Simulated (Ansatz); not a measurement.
Runs of Ansatz 0.2.0 on MoI. The structure is cubic, space group F-43m (No. 216). The conventional cell has a = 6.358 Å, b = 6.358 Å, c = 6.358 Å, α = 90.00°, β = 90.00°, γ = 90.00°. Mo (site symmetry -43m) is surrounded by 4 I at 2.75 Å. Around I (site symmetry -43m) lie 4 Mo at 2.75 Å. The cell was built by a generator and needn't be a form met in nature.

```csv
task,level,spin,U,cell,k mesh,hubbard projectors,double counting,points for each segment of the path,gap on the mesh (eV),pressure (GPa),relaxed volume (Å³/atom)
relaxation of cell and atoms,PBE+U,off,Mo d U = 2 eV,relaxed,7 × 7 × 7,ortho-atomic (the default),fll (the default),-,none,0.0,(a)
band structure,LDA,off,-,as given,5 × 5 × 5,-,-,14,none,(b),-
relaxation of cell and atoms,PBE+U,off,Mo d U = 3 eV,relaxed,7 × 7 × 7,ortho-atomic (the default),fll (the default),-,none,0.0,29.73
relaxation of cell and atoms,LDA,off,-,relaxed,5 × 5 × 5,-,-,-,none,0.0,26.48
relaxation of cell and atoms,LDA,"SOC, no magnetisation",-,relaxed,5 × 5 × 5,-,-,-,none,0.0,26.51
```

Alike in all rows: potentials or basis Ansatz PAW; cutoff (eV) 420; smearing fermi-dirac 0.05 eV.

Fill in the values left out.

(a) 28.96; (b) -11.5.

Caveats: the plane-wave basis is chosen anew once the cell has moved, so the energies of steps on either side of that aren't comparable (some runs); an odd number of electrons without spin polarisation forces a metal (some runs); a magnetic or distorted state may lie lower (some runs); the PAW data sets come from PBE, with cores solved anew for the run's functional, which leaves a small shift of forces and pressure (some runs); U without spin polarisation on a metal has little footing (some runs); the volume moved by over 15 % at a fixed basis, so the end points are rough (some runs); spin-orbit coupling is left out, which moves the levels of the heavy elements (some runs).

A k mesh can miss the band edges, and rows without SOC leave out spin-orbit coupling on I, Mo.

A gap of «none» marks a metal or a gap under the smearing width.
